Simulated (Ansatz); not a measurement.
**GaSb3 in Ansatz: the effect of functional**

GaSb3:

```xyz
4
Lattice="0.0000 3.7797 3.7797 3.7797 0.0000 3.7797 3.7797 3.7797 0.0000" Properties=species:S:1:pos:R:3 pbc="T T T"
Sb    3.7797    3.7797    3.7797
Sb    5.6695    5.6695    5.6695
Sb    1.8898    1.8898    1.8898
Ga    0.0000    0.0000    0.0000
```

The cell comes from a database or a generator and needn't be the stable form of this composition.

The cell isn't the ideal one: volume scaled by 1.04.

Alike in all runs:

| Property | Result |
| --- | --- |
| Program | Ansatz 0.2.0 |
| Task | single point |
| Potentials or basis | Ansatz PAW |
| k mesh | 6 × 6 × 6 |
| Occupations | fermi-dirac, width 0.05 eV |
| Spin | no spin polarisation |

| functional | cutoff | pressure (GPa) |
| --- | --- | --- |
| LDA | 420 eV (not typed: the program's choice for these potentials) | -6.0 |
| r2SCAN | 500 eV (not typed: the program's choice for these potentials) | -3.2 |
| PBE | 420 eV (not typed: the program's choice for these potentials) | ? |

**Question.** What does the run with functional PBE give?

**Answer.** Pressure -2.2 GPa.

Caveats: the PAW data sets come from PBE, with cores solved anew for the run's functional, which leaves a small shift of forces and pressure (some runs).
